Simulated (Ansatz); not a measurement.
**GeNH4 (doublet): wave-function methods side by side, cc-pVDZ**

How much of the correlation energy of GeNH4 (doublet) does each wave-function method recover here?

The runs use Ansatz 0.2.0, Gaussian basis; cc-pVDZ, core rule «outside noble gas», up to 15 orbitals frozen.

The runs, in order: UHF; CCSD(T) on ROHF; CCSD(T) on UHF; BCCD(T) on ROHF; CISD; CCSDT(Q) on ROHF; CCSDT(Q) on UHF.

24 further runs of the same task are left out: 1 for a known fault of the program, 12 that didn't finish, 11 set aside as unsound or not needed.

### Step 1. What is computed

The geometry is a PBE0/def2-TZVP stationary point (not a proven minimum). No spin-orbit coupling is included. The filled d shell of Ge may be among the frozen orbitals whatever the setting's name suggests; the logs give the count.

6 atoms, charge 0, spin multiplicity 2.

Atoms are counted from 1 here; the program's logs count them from 0.

Bond lengths: Ge1–N2 1.869 Å, Ge1–H3 1.542 Å, Ge1–H4 1.537 Å, Ge1–H5 1.537 Å, N2–H6 1.025 Å. Angles: N2–Ge1–H3 114.2°, N2–Ge1–H4 106.3°, N2–Ge1–H5 106.3°, H3–Ge1–H4 110.0°, H3–Ge1–H5 110.0°, H4–Ge1–H5 109.9°, Ge1–N2–H6 109.8°.

Geometry (Å):

```xyz
6
charge 0, multiplicity 2
Ge    0.00000    0.01318    0.29656
N     0.00000   -0.12773   -1.56708
H     0.00000    1.46300    0.82192
H     1.25775   -0.72279    0.78398
H    -1.25775   -0.72279    0.78398
H     0.00000    0.80803   -1.98533
```

### Step 2. UHF

in.yaml

```yaml
crystal:
  periodic: [false, false, false]
  atoms:
    - {symbol: Ge, position_ang: [0.000000, 0.013176, 0.296556]}
    - {symbol: N, position_ang: [0.000000, -0.127734, -1.567079]}
    - {symbol: H, position_ang: [0.000000, 1.462996, 0.821916]}
    - {symbol: H, position_ang: [1.257753, -0.722789, 0.783980]}
    - {symbol: H, position_ang: [-1.257753, -0.722789, 0.783980]}
    - {symbol: H, position_ang: [0.000000, 0.808032, -1.985333]}
basis:
  gaussian: {orbitals: cc-pVDZ}
magnetization: {spin_polarized: true, initial_magnetization: 1}
hamiltonian: {xc: hf}
output: {orbitals: {seedname: orbitals}}
```

On the command line:

```
$ ansatz run in.yaml --threads 1 --pin off --events-out ev --progress --plain --max-ram 2393MiB
```

The runs that follow: CCSD(T) on ROHF; CCSD(T) on UHF; BCCD(T) on ROHF; CISD; CCSDT(Q) on ROHF; CCSDT(Q) on UHF.

Q: Predict the results of all the runs planned. Wanted: UCCSDT(Q) below the RHF energy; RMP2 from UCCSDT(Q); UMP2 from UCCSDT(Q); RCCSD from UCCSDT(Q); RCCSD(T) from UCCSDT(Q); UCCSD(T) from UCCSDT(Q); RCCSDT(Q) from UCCSDT(Q); T1 diagnostic.

As calculated:

| quantity | value |
| --- | --- |
| UCCSDT(Q) below the RHF energy | -7.8283 eV |
| RMP2 from UCCSDT(Q) | +29.04 kcal/mol |
| UMP2 from UCCSDT(Q) | +29.09 kcal/mol |
| RCCSD from UCCSDT(Q) | +4.75 kcal/mol |
| RCCSD(T) from UCCSDT(Q) | +0.90 kcal/mol |
| UCCSD(T) from UCCSDT(Q) | +0.89 kcal/mol |
| RCCSDT(Q) from UCCSDT(Q) | +0.03 kcal/mol |
| levels within 1 kcal/mol (43 meV) | RCCSD(T), UCCSD(T), BCCD(T), RCCSDT, UCCSDT, RCCSDT(Q) |
| T1 diagnostic | 0.017 |

**Reading.** RCCSD(T) lands +0.90 kcal/mol from the yardstick (0.5 % of the correlation energy). These misses are within one basis, not against nature; the frozen cores of restricted and unrestricted runs differ, which can shift their rows.
